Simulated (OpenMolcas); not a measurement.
**W³⁺ among point charges: CASSCF and CASPT2 levels and susceptibility**

How does a field of 6 point charges split the states of W³⁺, and what χT follows?

The numbers are computed with OpenMolcas 26.06 (state-averaged CASSCF and CASPT2, spin-orbit coupling by RASSI with atomic mean-field integrals), except any that are marked as measured or tabulated.

**1. The atom as given**

| Property | Result |
| --- | --- |
| Species | W³⁺ (tungsten, Z = 74, 71 electrons) |
| Basis | ANO-RCC-VTZP [8s7p5d3f2g1h], 104 functions |
| Scalar Hamiltonian | DKH2, point nucleus |
| Inactive shells | 1s 2s 2p 3s 3p 3d 4s 4p 4d 4f 5s 5p |
| Active space | 3 electrons in 5 orbitals (5d) |
| Some configurations of this space | 5d³ |
| Orbitals | optimised for each spin and parity, averaged over all roots |

The outer shells:

5d3
```
5d [↑ ][↑ ][↑ ][  ][  ]
```

The ion sits among 6 point charges of -1.7 e arranged as an octahedron (Oh), 2.04 Å from the ion.

The work runs as a chain of OpenMolcas steps in one folder; each step below is one input file. Labels, J, g values, rates, χT and fits are worked out afterwards by a script from the matrices that RASSI stores. The input lists half of the charges; inversion (Group=XYZ) makes the rest.

**2. GATEWAY and SEWARD: basis and integrals**

File a.inp:

```
&GATEWAY
Coord
1

W 0.0 0.0 0.0
Basis=ANO-RCC-VTZP
Group=XYZ
NoMove
AngMom=0.0 0.0 0.0
AMFI
XField
3 Angstrom 0
2.040000 0.000000 0.000000 -1.700000
0.000000 2.040000 0.000000 -1.700000
0.000000 0.000000 2.040000 -1.700000
&SEWARD
```

The program printed:

```text
Basis set label: W.ANO-RCC...8S7P5D3F2G1H.

      Electronic valence basis set:
      ------------------
      Associated Effective Charge  74.000000 au
      Associated Actual Charge     74.000000 au
      Nuclear Model: Point charge

      Shell  nPrim  nBasis  Cartesian Spherical Contaminant
         s      24       8        X
         p      21       7        X
         d      15       5                 X
         f      11       3                 X
         g       4       2                 X
         h       2       1                 X
                  Relativistic Douglas-Kroll-Hess integrals:
                    - DKH order of Hamiltonian: 2
                    - DKH order of Properties : 0
                  Atomic mean-field integrals
```

**3. Reference wave functions, quartets of even parity, 10 roots**

File a.inp:

```
&RASSCF
FileOrb=start.orb
Symmetry=1
Spin=4
nActEl=3 0 0
Inactive=15 19
Ras2=5 0
CIRoot=10 10 1
SDav=10
CIMx=300
Iter=120 100
PrWF=0.3
OrbListing=Nothing
MaxOrb=0
>>> COPY $Project.JobIph JOB001
```

start.orb holds the contracted functions of the basis, ordered by shell, or the orbitals of the step before.

The program printed (excerpt; [...] marks lines left out):

```text
[...]
      Number of active orbitals                  5
[...]
      Spin quantum number                      1.5
[...]
      Active orbitals                            5   0
[...]
      Number of CSFs                            10
      Number of root(s) required                10
[...]
      Convergence after 11 iterations
[...]
      Natural orbitals and occupation numbers for root  1
      sym 1:   1.000000   1.000000  -0.000000   1.000000   0.000000
      Natural orbitals and occupation numbers for root  2
      sym 1:   1.000000   0.238775   0.761225   0.761225   0.238775
      Natural orbitals and occupation numbers for root  3
      sym 1:   0.191631   0.808369   0.191631   1.000000   0.808369
::    RASSCF root number  1 Total energy: -16133.71608716
::    RASSCF root number  2 Total energy: -16133.65158955
::    RASSCF root number  3 Total energy: -16133.65158955
[...]
::    RASSCF root number  7 Total energy: -16133.62003072
::    RASSCF root number  8 Total energy: -16133.56599690
::    RASSCF root number  9 Total energy: -16133.56599690
::    RASSCF root number 10 Total energy: -16133.56599690
```

**4. Reference wave functions, doublets of even parity, 40 roots**

File a.inp:

```
&RASSCF
FileOrb=start.orb
Symmetry=1
Spin=2
nActEl=3 0 0
Inactive=15 19
Ras2=5 0
CIRoot=40 40 1
SDav=40
CIMx=300
Iter=120 100
PrWF=0.3
OrbListing=Nothing
MaxOrb=0
>>> COPY $Project.JobIph JOB002
```

The program printed (excerpt; [...] marks lines left out):

```text
[...]
      Number of active orbitals                  5
[...]
      Spin quantum number                      0.5
[...]
      Active orbitals                            5   0
[...]
      Number of CSFs                            40
      Number of root(s) required                40
[...]
      Convergence after  9 iterations
[...]
      Natural orbitals and occupation numbers for root  1
      sym 1:   0.006657   0.993192   0.032401   1.001581   0.966169
      Natural orbitals and occupation numbers for root  2
      sym 1:   0.032401   0.980769   0.006657   0.972381   1.007792
      Natural orbitals and occupation numbers for root  3
      sym 1:   0.011011   0.995565   0.019948   0.977876   0.995599
::    RASSCF root number  1 Total energy: -16133.65407095
::    RASSCF root number  2 Total energy: -16133.65407095
::    RASSCF root number  3 Total energy: -16133.65186789
[...]
::    RASSCF root number 27 Total energy: -16133.51975797
::    RASSCF root number 28 Total energy: -16133.50784682
::    RASSCF root number 29 Total energy: -16133.50784678
::    RASSCF root number 30 Total energy: -16133.50784677
```

**5. State interaction with spin-orbit coupling**

File a.inp:

```
&RASSI
NrOfJobIphs=2 10 40
1 2 3 4 5 6 7 8 9 10
1 2 3 4 5 6 7 8 9 10 11 12 13 14 15 16 17 18 19 20 21 22 23 24 25 26 27
28 29 30 31 32 33 34 35 36 37 38 39 40
IphNames
JOB001
JOB002
EJob
SpinOrbit
DIPRint=1.0
SOCoupling=1000.0
Subsets=2
Property=9
'ANGMOM' 1 'ANGMOM' 2 'ANGMOM' 3 'MLTPL  1' 1 'MLTPL  1' 2 'MLTPL  1' 3
'AMFI' 1 'AMFI' 2 'AMFI' 3
SOProperty=3
'ANGMOM' 1 'ANGMOM' 2 'ANGMOM' 3
```

The program printed:

```text
SPIN-FREE ENERGIES:
  (Shifted by EMIN (a.u.) =     -16133.7160871600)

 SF State       Relative EMIN(au)   Rel lowest level(eV)    D:o, cm**(-1)      L_eff

     1             0.0000000000        0.0000000000              0.0000         2.9
    11             0.0620162094        1.6875470287          13610.9847         3.9
    12             0.0620162124        1.6875471097          13610.9854         3.9
    13             0.0642192729        1.7474954405          14094.5013         3.9
    14             0.0642192742        1.7474954737          14094.5015         3.9
    15             0.0642192784        1.7474955900          14094.5025         3.9
     2             0.0644976114        1.7550694166          14155.5895         3.0
     3             0.0644976114        1.7550694166          14155.5895         3.0
     4             0.0644976114        1.7550694166          14155.5895         3.0
    16             0.0900051302        2.4491643626          19753.8428         3.6
    17             0.0900051340        2.4491644651          19753.8436         3.6
    18             0.0900051352        2.4491644968          19753.8439         3.6
     5             0.0960564360        2.6138287810          21081.9509         2.3
     6             0.0960564360        2.6138287810          21081.9509         2.3
     7             0.0960564360        2.6138287810          21081.9509         2.3
    19             0.1152935802        3.1372981423          25304.0160         3.9
    20             0.1285609001        3.4983203075          28215.8561         4.1
    21             0.1285609034        3.4983203992          28215.8569         4.1
    22             0.1285609154        3.4983207242          28215.8595         4.1
    23             0.1292505455        3.5170865148          28367.2158         4.3
    24             0.1292505483        3.5170865914          28367.2164         4.3
    25             0.1292505583        3.5170868645          28367.2186         4.3
    26             0.1343008631        3.6545126582          29475.6324         3.7
    27             0.1343008845        3.6545132401          29475.6371         3.7
    10             0.1500902620        4.0841640903          32941.0049         2.0
     9             0.1500902620        4.0841640903          32941.0049         2.0
     8             0.1500902620        4.0841640903          32941.0049         2.0
    28             0.1533351715        4.1724625764          33653.1802         3.4
    29             0.1533351822        4.1724628688          33653.1826         3.4
    30             0.1533351853        4.1724629531          33653.1833         3.4
    31             0.1755090362        4.7758441749          38519.7810         2.6
    32             0.1755090399        4.7758442749          38519.7818         2.6
    33             0.1755090524        4.7758446156          38519.7846         2.6
    34             0.1802350589        4.9044458016          39557.0231         3.0
    35             0.1963291733        5.3423889673          43089.2729         4.6
    36             0.1963291845        5.3423892708          43089.2754         4.6
    37             0.1963291876        5.3423893564          43089.2761         4.6
    38             0.2082403414        5.6665083609          45703.4722         3.5
    39             0.2082403765        5.6665093172          45703.4799         3.5
    40             0.2082403866        5.6665095923          45703.4821         3.5
Eigenvalues of complex Hamiltonian:
   -----------------------------------
  (Shifted by EMIN (a.u.) =     -16133.7160871600)

 SO State       Relative EMIN(au)   Rel lowest level(eV)    D:o, cm**(-1)     J-value

     1            -0.0079991376        0.0000000000              0.0000         2.3
     2            -0.0079991376        0.0000000004              0.0000         2.3
     3            -0.0079991376        0.0000000004              0.0000         2.3
     4            -0.0079991376        0.0000000000              0.0000         2.3
     5             0.0413195275        1.3420292447          10824.1958         2.8
     6             0.0413195275        1.3420292447          10824.1958         2.8
     7             0.0413195287        1.3420292782          10824.1961         2.5
     8             0.0413195287        1.3420292782          10824.1961         2.5
     9             0.0517476859        1.6257938902          13112.9121         2.8
    10             0.0517476859        1.6257938902          13112.9121         2.8
    11             0.0517476860        1.6257938926          13112.9121         3.2
    12             0.0517476860        1.6257938926          13112.9121         3.2
    13             0.0542807051        1.6947208543          13668.8455         2.8
    14             0.0542807051        1.6947208543          13668.8455         2.8
    15             0.0555946380        1.7304747896          13957.2204         2.3
    16             0.0555946380        1.7304747896          13957.2204         2.3
    17             0.0600647555        1.8521128839          14938.2978         3.0
    18             0.0600647555        1.8521128839          14938.2978         3.0
    19             0.0600647556        1.8521128869          14938.2979         2.6
    20             0.0600647556        1.8521128869          14938.2979         2.6
    21             0.0696497924        2.1129350256          17041.9703         2.4
    22             0.0696497924        2.1129350256          17041.9703         2.4
    23             0.0696497952        2.1129351009          17041.9709         2.6
    24             0.0696497952        2.1129351009          17041.9709         2.6
    25             0.0708566916        2.1457764264          17306.8540         2.6
    26             0.0708566916        2.1457764264          17306.8540         2.6
    27             0.0801017422        2.3973470686          19335.9081         2.6
    28             0.0801017422        2.3973470686          19335.9081         2.6
    29             0.0876420876        2.6025303190          20990.8226         2.8
    30             0.0876420876        2.6025303190          20990.8226         2.8
    31             0.0876420883        2.6025303377          20990.8228         3.0
    32             0.0876420883        2.6025303377          20990.8228         3.0
    33             0.0925925451        2.7372391318          22077.3225         2.6
    34             0.0925925451        2.7372391318          22077.3225         2.6
    35             0.1008507368        2.9619559746          23889.7861         2.8
    36             0.1008507368        2.9619559746          23889.7861         2.8
    37             0.1008507372        2.9619559858          23889.7861         2.3
    38             0.1008507372        2.9619559858          23889.7861         2.3
    39             0.1047528363        3.0681375112          24746.1979         3.0
    40             0.1047528363        3.0681375112          24746.1979         3.0
    41             0.1047528369        3.0681375288          24746.1980         3.0
Weights of the five most important spin-orbit-free states for each spin-orbit state.

 SO State  Total energy (au)           Spin-free states, spin, and weights
 -------------------------------------------------------------------------------------------------------
    1        -0.007999       1 1.5  0.8928    3 1.5  0.0287    2 1.5  0.0219   18 0.5  0.0164    4 1.5  0.0141
    2        -0.007999       1 1.5  0.8928    4 1.5  0.0293    2 1.5  0.0214   16 0.5  0.0190    3 1.5  0.0140
    3        -0.007999       1 1.5  0.8928    4 1.5  0.0291    2 1.5  0.0211   16 0.5  0.0189    3 1.5  0.0145
    4        -0.007999       1 1.5  0.8928    3 1.5  0.0290    2 1.5  0.0218   18 0.5  0.0165    4 1.5  0.0138
    5         0.041320      12 0.5  0.3604    3 1.5  0.1923    2 1.5  0.1236   16 0.5  0.0468    4 1.5  0.0463
    6         0.041320      12 0.5  0.3604    3 1.5  0.1923    2 1.5  0.1236   16 0.5  0.0468    4 1.5  0.0463
    7         0.041320      11 0.5  0.3604    4 1.5  0.1952    2 1.5  0.1179   15 0.5  0.0509    3 1.5  0.0492
    8         0.041320      11 0.5  0.3604    4 1.5  0.1952    2 1.5  0.1179   15 0.5  0.0509    3 1.5  0.0492
    9         0.051748      15 0.5  0.3955   14 0.5  0.1777   11 0.5  0.1324   13 0.5  0.1000    7 1.5  0.0387
   10         0.051748      15 0.5  0.3955   14 0.5  0.1777   11 0.5  0.1324   13 0.5  0.1000    7 1.5  0.0387
   11         0.051748      13 0.5  0.3488   14 0.5  0.2711   12 0.5  0.1324   15 0.5  0.0533    6 1.5  0.0435
   12         0.051748      13 0.5  0.3488   14 0.5  0.2711   12 0.5  0.1324   15 0.5  0.0533    6 1.5  0.0435
```

These steps: 14 s of run time, 1 thread, shared host.

States without spin-orbit coupling:

| state | degeneracy | E (cm-1) | free-ion L (%) |
| --- | --- | --- | --- |
| 4A2 | 1 | 0 | F (100) |
| 2E | 2 | 13611 | G (62) |
| 2T1 | 3 | 14095 | G (40) |
| 4T2 | 3 | 14156 | F (100) |
| 2T2 | 3 | 19754 | D (47) |
| 4T1 | 3 | 21082 | F (59) |
| 2A1 | 1 | 25304 | G (100) |
| 2T1 | 3 | 28216 | H (53) |
| 2T2 | 3 | 28367 | G (59) |
| 2E | 2 | 29476 | D (50) |
| 4T1 | 3 | 32941 | P (59) |
| 2T1 | 3 | 33653 | H (39) |
| 2T2 | 3 | 38520 | F (62) |
| 2A2 | 1 | 39557 | F (100) |
| 2T1 | 3 | 43089 | H (67) |
| 2T2 | 3 | 45703 | D (31) |
| 2E | 2 | 46967 | D (66) |
| 2T1 | 3 | 51020 | F (69) |
| 2T2 | 3 | 66716 | D (82) |
| 2E | 2 | 66793 | D (65) |

With spin-orbit coupling:

```json
{"E (cm-1)": "0.0", "Degeneracy": "4", "Label": "Γ8", "2S+1": "4", "g": ""}
{"E (cm-1)": "10824", "Degeneracy": "4", "Label": "Γ8", "2S+1": "2", "g": ""}
{"E (cm-1)": "13113", "Degeneracy": "4", "Label": "Γ8", "2S+1": "2", "g": ""}
{"E (cm-1)": "13669", "Degeneracy": "2", "Label": "Γ6", "2S+1": "2", "g": "1.03 1.03 1.03"}
{"E (cm-1)": "13957", "Degeneracy": "2", "Label": "Γ7", "2S+1": "4", "g": "1.65 1.65 1.65"}
{"E (cm-1)": "14938", "Degeneracy": "4", "Label": "Γ8", "2S+1": "4", "g": ""}
{"E (cm-1)": "17042", "Degeneracy": "4", "Label": "Γ8", "2S+1": "4", "g": ""}
{"E (cm-1)": "17307", "Degeneracy": "2", "Label": "Γ6", "2S+1": "4", "g": "1.49 1.49 1.49"}
{"E (cm-1)": "19336", "Degeneracy": "2", "Label": "Γ7", "2S+1": "4", "g": "0.34 0.34 0.34"}
{"E (cm-1)": "20991", "Degeneracy": "4", "Label": "Γ8", "2S+1": "2", "g": ""}
{"E (cm-1)": "22077", "Degeneracy": "2", "Label": "Γ6", "2S+1": "4", "g": "3.29 3.29 3.29"}
{"E (cm-1)": "23890", "Degeneracy": "4", "Label": "Γ8", "2S+1": "4", "g": ""}
{"E (cm-1)": "24746", "Degeneracy": "4", "Label": "Γ8", "2S+1": "4", "g": ""}
{"E (cm-1)": "24872", "Degeneracy": "2", "Label": "Γ7", "2S+1": "2", "g": "1.83 1.83 1.83"}
{"E (cm-1)": "27075", "Degeneracy": "2", "Label": "Γ6", "2S+1": "2", "g": "1.88 1.88 1.88"}
{"E (cm-1)": "28245", "Degeneracy": "4", "Label": "Γ8", "2S+1": "2", "g": ""}
{"E (cm-1)": "29168", "Degeneracy": "2", "Label": "Γ6", "2S+1": "2", "g": "0.58 0.58 0.58"}
{"E (cm-1)": "29344", "Degeneracy": "2", "Label": "Γ7", "2S+1": "2", "g": "0.31 0.31 0.31"}
{"E (cm-1)": "29554", "Degeneracy": "4", "Label": "Γ8", "2S+1": "2", "g": ""}
{"E (cm-1)": "31846", "Degeneracy": "4", "Label": "Γ8", "2S+1": "2", "g": ""}
{"E (cm-1)": "33665", "Degeneracy": "2", "Label": "Γ6", "2S+1": "2", "g": "2.15 2.15 2.15"}
{"E (cm-1)": "34120", "Degeneracy": "4", "Label": "Γ8", "2S+1": "2", "g": ""}
{"E (cm-1)": "34513", "Degeneracy": "2", "Label": "Γ7", "2S+1": "4", "g": "2.01 2.01 2.01"}
{"E (cm-1)": "35787", "Degeneracy": "4", "Label": "Γ8", "2S+1": "4", "g": ""}
```

Principal g values are given for doublets only; a zero marks a field direction without first-order Zeeman splitting.

Powder χT (cm³ K/mol): 0.92 at 2 K, 0.92 at 5 K, 0.92 at 10 K, 0.92 at 20 K, 0.93 at 50 K, 0.93 at 100 K, 0.94 at 150 K, 0.95 at 200 K, 0.95 at 250 K, 0.96 at 300 K.

A ligand-field fit to the states below 45000 cm-1 gives 10Dq = 14762 cm-1, B = 711 cm-1 and C = 2868 cm-1 (C/B = 4.03), with a deviation of 277 cm-1.

Orbitals of the lowest block (energies include the constant potential of the surroundings):

| shell | space | energy (hartree) | mean occupation | ⟨r²⟩ (bohr²) |
| --- | --- | --- | --- | --- |
| 1s | inactive | -2562.0700 | 2.000 | 0.000431 |
| 2s | inactive | -446.4139 | 2.000 | 0.00704 |
| 2p | inactive | -391.7534 | 6.000 | 0.00582 |
| 3s | inactive | -103.9152 | 2.000 | 0.0460 |
| 3p | inactive | -87.3263 | 6.000 | 0.0466 |
| 3d | inactive | -67.4527 | 10.000 | 0.0390 |
| 4s | inactive | -21.3974 | 2.000 | 0.229 |
| 4p | inactive | -15.8266 | 6.000 | 0.259 |
| 4d | inactive | -8.4763 | 10.000 | 0.304 |
| 4f | inactive | -0.2945 | 14.000 | 0.442 |
| 5s | inactive | -1.8816 | 2.000 | 1.31 |
| 5p | inactive | -0.3717 | 6.000 | 1.74 |
| 5d | RAS2 |  | 3.000 | 3.91 |

**6. CASPT2: IPEA 0.25, imaginary shift 0.1 (closed shells correlated: 4f 5s 5p)**

File a.inp:

```
>>> COPY JOB001 $Project.JobIph
&CASPT2
Multistate=10 1 2 3 4 5 6 7 8 9 10
NoMult
Frozen=14 9
IPEA=0.25
Imaginary=0.1
MaxIter=60
WThr=0.0 0.3 0.05
PrWF=0.5
NoMix
>>> COPY JOB002 $Project.JobIph
&CASPT2
Multistate=40 1 2 3 4 5 6 7 8 9 10 11 12 13 14 15 16 17 18 19 20 21 22
23 24 25 26 27 28 29 30 31 32 33 34 35 36 37 38 39 40
NoMult
Frozen=14 9
IPEA=0.25
Imaginary=0.1
MaxIter=60
WThr=0.0 0.3 0.05
PrWF=0.5
NoMix
```

The program printed (excerpt; [...] marks lines left out):

```text
[...]
      Active orbitals                            5   0
[...]
      E2 (Variational):          -1.1089305539
      Total energy:          -16134.8250177139
[...]
::    CASPT2 Root  1     Total energy: -16134.82501771
::    CASPT2 Root  2     Total energy: -16134.76222742
[...]
::    CASPT2 Root 27     Total energy: -16134.63783930
::    CASPT2 Root 28     Total energy: -16134.62838287
::    CASPT2 Root 29     Total energy: -16134.62837568
::    CASPT2 Root 30     Total energy: -16134.62837790
```

Time for this run: 29 s (1 thread, shared host).

SS-CASPT2: lowest energy less the reference's lowest, -1.1089 hartree; reference weights 0.887 to 0.906.

Spin-free states, with their symmetry labels:

| state | degeneracy | E (cm-1) | free-ion L (%) |
| --- | --- | --- | --- |
| 4A2 | 1 | 0 | F (100) |
| 2E | 2 | 10989 | G (62) |
| 2T1 | 3 | 11152 | G (40) |
| 4T2 | 3 | 13888 | F (100) |
| 2T2 | 3 | 16025 | D (47) |
| 4T1 | 3 | 20057 | F (59) |
| 2A1 | 1 | 22658 | G (100) |
| 2T1 | 3 | 25489 | H (53) |
| 2T2 | 3 | 26119 | G (59) |
| 2E | 2 | 26368 | D (50) |
| 2T1 | 3 | 29574 | H (39) |
| 4T1 | 3 | 31491 | P (59) |
| 2T2 | 3 | 34117 | F (62) |
| 2A2 | 1 | 34526 | F (100) |
| 2T1 | 3 | 41085 | H (67) |
| 2E | 2 | 41584 | D (66) |
| 2T2 | 3 | 43157 | D (31) |
| 2T1 | 3 | 46350 | F (69) |
| 2T2 | 3 | 61050 | D (82) |
| 2E | 2 | 62429 | D (65) |

With spin-orbit coupling:

| E (cm-1) | Degeneracy | Label | 2S+1 | g |
| --- | --- | --- | --- | --- |
| 0 | 4 | Γ8 | 4 |  |
| 9060 | 4 | Γ8 | 2 |  |
| 10600 | 4 | Γ8 | 2 |  |
| 11550 | 2 | Γ6 | 2 | 0.46 0.46 0.46 |
| 13610 | 2 | Γ7 | 4 | 1.02 1.02 1.02 |
| 14550 | 4 | Γ8 | 4 |  |
| 15920 | 4 | Γ8 | 4 |  |
| 16590 | 2 | Γ6 | 4 | 2.09 2.09 2.09 |
| 17210 | 2 | Γ7 | 2 | 0.02 0.02 0.02 |
| 18570 | 4 | Γ8 | 2 |  |
| 20670 | 2 | Γ6 | 4 | 3.30 3.30 3.30 |
| 22460 | 4 | Γ8 | 4 |  |
| 22720 | 2 | Γ7 | 4 | 1.62 1.62 1.62 |
| 23470 | 4 | Γ8 | 4 |  |
| 24880 | 2 | Γ6 | 2 | 1.27 1.27 1.27 |
| 25960 | 4 | Γ8 | 2 |  |
| 26920 | 2 | Γ6 | 2 | 1.10 1.10 1.10 |
| 27300 | 2 | Γ7 | 2 | 0.39 0.39 0.39 |
| 27360 | 4 | Γ8 | 2 |  |
| 29430 | 4 | Γ8 | 2 |  |
| 30490 | 2 | Γ6 | 2 | 1.65 1.65 1.65 |
| 31270 | 4 | Γ8 | 2 |  |
| 32740 | 2 | Γ7 | 4 | 1.91 1.91 1.91 |
| 33880 | 4 | Γ8 | 4 |  |

Powder χT (cm³ K/mol): 0.86 at 2 K, 0.86 at 5 K, 0.86 at 10 K, 0.86 at 20 K, 0.86 at 50 K, 0.87 at 100 K, 0.88 at 150 K, 0.89 at 200 K, 0.89 at 250 K, 0.90 at 300 K.

**7. The methods side by side**

A. CASSCF
B. SS-CASPT2, IPEA 0.25, imaginary shift 0.1 (closed shells correlated: 4f 5s 5p)

| method | ground state | first state of that spin (cm-1) | first gap with spin-orbit (cm-1) | χT at 300 K |
| --- | --- | --- | --- | --- |
| A | 4A2 | 4T2 14160 | 10824.2 | 0.96 |
| B | 4A2 | 4T2 13890 | 9055.8 | 0.90 |

**8. Results**

| quantity | value |
| --- | --- |
| method | SS-CASPT2, IPEA 0.25, imaginary shift 0.1 (closed shells correlated: 4f 5s 5p) |
| spin-free ground state | 4A2, 1-fold in its orbital part |
| first state of the same spin within the active space | 4T2 at 13900 cm⁻¹ |
| lowest level | 4-fold Γ8 |
| next level | 9055.8 cm⁻¹ |
| χT at 300 K | 0.90 cm³ K/mol |
| effective moment at 300 K | 2.68 μB |

Cost by method:

| method | time of its own steps | time with the reference |
| --- | --- | --- |
| A. CASSCF | 14 s | 14 s |
| B. SS-CASPT2, IPEA 0.25, imaginary shift 0.1, +4f 5s 5p | 29 s | 43 s |

Times are of one thread on a shared host.

**Reading.** The spin-free ground state (4A2) comes to 100 % from free-ion F terms and keeps the highest spin of the shell. χT at 300 K is 0.90, against 1.88 cm³ K/mol for the spin alone, so spin-orbit coupling lowers it. CASPT2 does not keep the components of a term degenerate, and the means are used. The field of point charges can differ much from that of real complexes. This is an electrostatic model: the charges have no orbitals.
